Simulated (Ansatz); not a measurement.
# BrGaH2O2: harmonic frequencies at the relaxed geometry from a Python script

At which frequencies does BrGaH2O2 vibrate? Wanted for BrGaH2O2: harmonic frequencies at the relaxed geometry. SMILES: [OH][Ga]([OH])[Br].

All numbers are computed with Ansatz 0.2.0, driven from Python. Level of theory: r2SCAN+D3(BJ)/def2-SVP.

### Step 1. The system

Bond lengths: O1–Ga2 1.968 Å, Ga2–O3 1.582 Å, Ga2–Br4 2.070 Å, O1–H5 0.992 Å, O3–H6 1.011 Å. Angles: O1–Ga2–O3 130.9°, O1–Ga2–Br4 117.5°, O3–Ga2–Br4 93.2°, Ga2–O1–H5 90.5°, Ga2–O3–H6 101.6°.

The script reads brgah2o2.xyz:

```xyz
6

O    -0.14120    1.61680   -0.79990
Ga    0.32950   -0.27270   -0.51420
O     0.80680   -1.03580    0.78740
Br   -1.10660   -1.69440   -0.96140
H    -0.73710    1.59790   -0.00750
H     0.89060   -0.27570    1.44930
```

### Step 2. Script

File brgah2o2.py:

```python
# -*- coding: utf-8 -*-
import ansatz as az
from ase import Atoms
from ase.thermochemistry import IdealGasThermo
import numpy as np

mol = az.Crystal.molecule_from_extxyz('brgah2o2.xyz')

base = (
    mol.calculation()
    .basis(gaussian='def2-SVP')
    .functional('r2SCAN', dispersion='d3bj')
)
symbols = [site.symbol for site in mol.cartesian_sites]
start = np.array([site.position_ang for site in mol.cartesian_sites], dtype=float)
data = base.relax(force_tolerance=0.003).run(threads=1, backend='cpu').report
end = np.array(data['positions_ang'])

print('final positions (A) and the move of each atom')
for symbol, xyz, old in zip(symbols, end, start):
    print(f'{symbol:2s} {xyz[0]:10.5f} {xyz[1]:10.5f} {xyz[2]:10.5f}   {np.linalg.norm(xyz - old):7.4f}')

minimum = az.Crystal.molecule()
for symbol, place in zip(symbols, end):
    minimum = minimum.atom(symbol, place.tolist())
vibrating = minimum.calculation()
vibrating = vibrating.basis(gaussian='def2-SVP')
vibrating = vibrating.functional('r2SCAN', dispersion='d3bj')
vibrating = vibrating.phonons(temperatures=(200, 600, 100))
vib = vibrating.run(threads=1, backend='cpu').report['vibrations']
sums = vib['harmonic_sums']
modes = [m['omega_inv_cm'] for m in sums['modes_at_gamma'] if m['rigid_motion'] == 'no']
for number, w in enumerate(modes, start=1):
    print(f'mode {number:2d} {w:9.1f} 1/cm {w / 8065.544 * 1000:8.2f} meV')
print('imaginary modes:', sum(w < 0 for w in modes), ' zero-point energy:', round(sums['zero_point_energy_ev'], 4), 'eV')
gas = IdealGasThermo(vib_energies=[w / 8065.544 for w in modes if w > 0], geometry='linear' if len(modes) == 3 * len(symbols) - 5 else 'nonlinear',
                     atoms=Atoms(symbols, positions=end), symmetrynumber=1, spin=0.0)
print(f'H(298 K) - E = {gas.get_enthalpy(298.15, verbose=False):.4f} eV')
print(f'S(298 K, 1 bar) = {96485.33 * gas.get_entropy(298.15, 1e5, verbose=False):.1f} J/(mol K) with symmetry number 1')
```

### Step 3. The calls as engine input

The package turns the script's settings into the engine's input (first run):

```yaml
crystal:
  periodic: [false, false, false]
  atoms:
    - { symbol: O, position_ang: [-0.1412, 1.6168, -0.7999] }
    - { symbol: Ga, position_ang: [0.3295, -0.2727, -0.5142] }
    - { symbol: O, position_ang: [0.8068, -1.0358, 0.7874] }
    - { symbol: Br, position_ang: [-1.1066, -1.6944, -0.9614] }
    - { symbol: H, position_ang: [-0.7371, 1.5979, -0.0075] }
    - { symbol: H, position_ang: [0.8906, -0.2757, 1.4493] }
basis:
  gaussian:
    orbitals: def2-SVP
hamiltonian:
  xc: r2scan
  dispersion: d3bj
relax:
  f_tol: 0.003
```

### Step 4. Running it

On the command line:

```bash
python brgah2o2.py
```

Without the output at hand: what should come out? Wanted: moves of the relaxation of run 1; energy gained in run 1; last largest force component of run 1; highest frequency; imaginary modes; zero-point energy.

**Answer**, as computed:

| quantity | value |
| --- | --- |
| runs compared | 2 |
| moves of the relaxation of run 1 | 13 |
| energy gained in run 1 | 2.934 eV |
| last largest force component of run 1 | 0.0009 eV/Å |
| highest frequency | 3853 cm⁻¹ |
| imaginary modes | 0 |
| zero-point energy | 0.760 eV |

What this shows: Run 1: After 13 moves the largest shift is 0.860 Å, of atom 5 (H). So large a move can change the bonding: the results belong to the relaxed structure. All frequencies are real, so the geometry is a minimum. Reading the output:
- The frequencies are harmonic and unscaled, in a modest basis. The result belongs to the one conformer reached from this start, and soft torsions count as harmonic oscillators.
- The entropy takes a symmetry number of 1; a symmetric molecule's is lower by R ln(sigma).
- A dispersion term here runs with damping parameters fitted for another variant or functional.
